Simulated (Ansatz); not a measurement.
Working through a ladder of methods at one geometry of C3H7BO, SMILES CB(C)C=O

With Ansatz 0.2.0 through its Python package.

At the Python prompt:
```pycon
>>> from pathlib import Path
>>> import ansatz
>>> import numpy as np
>>> GEOMETRY = '''
... C    -1.35230   -0.42540    0.48470
... B     0.01310    0.13640   -0.03500
... C     1.29390   -0.70500    0.27120
... C     0.17940    1.39860   -0.98220
... O    -0.89880    2.00380   -1.29310
... H    -1.87360    0.41230    1.10720
... H    -1.25280   -1.30850    1.06990
... H    -2.01510   -0.57220   -0.40630
... H     1.37190   -0.91460    1.41300
... H     2.23670   -0.13400    0.02380
... H     1.28920   -1.65710   -0.26480
... H     1.08530    1.71060   -1.35450
... '''
>>> c3h7bo = ansatz.Crystal.molecule()
>>> for line in GEOMETRY.strip().splitlines():
...     symbol, *xyz = line.split()
...     c3h7bo = c3h7bo.atom(symbol, [float(v) for v in xyz])
...
>>> calc = c3h7bo.calculation().basis(gaussian='def2-SVP')
>>> print('functional    E (Ha)        dipole (D)   HOMO (eV)  LUMO (eV)')
functional    E (Ha)        dipole (D)   HOMO (eV)  LUMO (eV)
>>> for name in ['r2scan', 'hse06', 'cam_b3lyp', 'lda', 'pbe', 'b3lyp']:
...     data = calc.functional(name).forces().orbitals().run(threads=1, runs_dir='runs').report
...     lines = Path(data['orbitals_path']).read_text().splitlines()
...     field_of = lambda key: [line.split('=')[1].strip() for line in lines if line.startswith(key)]
...     orbitals = [(27.211386 * float(e), s, float(n)) for e, s, n in zip(field_of('Ene='), field_of('Spin='), field_of('Occup='))]
...     homo = max(e for e, _, n in orbitals if n > 0.5)
...     lumo = min(e for e, _, n in orbitals if n < 0.5)
...     dipole = 4.803205 * np.linalg.norm(data['charge_distribution']['dipole_moment_e_ang'])
...     print(f'{name:10s} {data["free_energy_ev"] / 27.211386246:14.6f} {dipole:9.3f} {homo:11.3f} {lumo:10.3f}')
...
r2scan        -218.269642     2.314      -5.634     -3.485
hse06         -218.129331     2.354      -6.583     -2.988
cam_b3lyp     -218.286942     2.366      -8.449     -1.340
lda           -216.450540     2.243      -5.325     -3.833
pbe           -218.116476     2.164      -5.232     -3.610
b3lyp         -218.412810     2.303      -6.712     -2.787
```

Reading the output:
- Total energies depend on the basis set; only differences at equal settings carry meaning.
- The geometry is a force-field or estimated start, not a minimum of this method, and the basis set is short of its limit. A lower total doesn't mark the better method: functionals have no common bound, and MP2 and coupled cluster aren't variational.
- b3lyp holds the VWN-RPA fit, as in Gaussian; the form of ORCA and Turbomole is b3lyp5.
- Levels such as HOMO and LUMO are orbital energies: with these approximate functionals they aren't the ionisation energy and electron affinity, and their gap isn't the fundamental gap.
- hse06 follows the composition of plane-wave codes, whose totals differ by tens of mHa, up to about 0.1 Ha, from the form usual in Gaussian-basis programs (wpbeh).
- Run time: 25 s on 1 thread of Arm Neoverse V2, with other jobs on the host, peak memory 0.31 GiB.
